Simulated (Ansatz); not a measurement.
# BeBrF: the cost of one run

Method: reference: DFT PBE, plane waves, PAW, scalar-relativistic, no spin polarisation, in Ansatz 0.2.0.

1 further run of the same task is left out (it didn't finish).

## (1) The starting structure

The structure is tetragonal, space group P4/nmm (No. 129). Conventional cell: a = 3.679 Å, b = 3.679 Å, c = 6.479 Å, α = 90.00°, β = 90.00°, γ = 90.00°. Be (site symmetry 4mm) has 4 F at 2.25 Å and 5 Br at 2.78 to 2.92 Å as nearest neighbours. F (site symmetry -4m2) is surrounded by 4 Be at 2.25 Å. Br (site symmetry 4mm) has 5 Be at 2.78 to 2.92 Å as nearest neighbours.

Coordinates:

```cif
data_structure
_symmetry_space_group_name_H-M 'P 1'
_symmetry_Int_Tables_number 1
_cell_length_a 3.6794
_cell_length_b 3.6794
_cell_length_c 6.4788
_cell_angle_alpha 90.000
_cell_angle_beta 90.000
_cell_angle_gamma 90.000
_cell_volume 87.71
loop_
_atom_site_label
_atom_site_type_symbol
_atom_site_fract_x
_atom_site_fract_y
_atom_site_fract_z
_atom_site_occupancy
Be1 Be 0.00000 0.50000 0.20000 1
Be2 Be 0.50000 0.00000 0.80000 1
F1 F 0.00000 0.00000 0.00000 1
F2 F 0.50000 0.50000 0.00000 1
Br1 Br 0.00000 0.50000 0.65000 1
Br2 Br 0.50000 0.00000 0.35000 1
```

## (2) The reference run

input.yaml

```yaml
crystal:
  lattice:
    - [3.679393, 0.0, 0.0]
    - [0.0, 3.679393, 0.0]
    - [0.0, 0.0, 6.478815]
  atoms:
    - { symbol: Be, position: [0.0, 0.5, 0.2] }
    - { symbol: Be, position: [0.5, 0.0, 0.8] }
    - { symbol: F, position: [0.0, 0.0, 0.0] }
    - { symbol: F, position: [0.5, 0.5, 0.0] }
    - { symbol: Br, position: [0.0, 0.5, 0.65] }
    - { symbol: Br, position: [0.5, 0.0, 0.35] }
  symmetry: { tolerance: 0.0003 }
kpoints:
  mp_grid: { grid: [5, 5, 3], shift: [0, 0, 0] }
magnetization:
  spin_polarized: false
scf:
  occupations: { method: fermi_dirac }
hamiltonian:
  pseudopotentials: { kind: paw }
  xc: pbe
basis:
  ecutwfc: 420
output:
  forces: true
  stress: true
  eigenvalues: true
```

Launch:

```
$ ansatz run input.yaml --threads 1 --pin off --max-ram 2560MiB --backend cpu --events-out ev --progress --plain --runs-dir out
```

**Question.** How long does this run take on 1 thread of an Arm CPU, shared host, and how much memory does it need?

About 1.6 s, with a peak of 0.31 GiB.
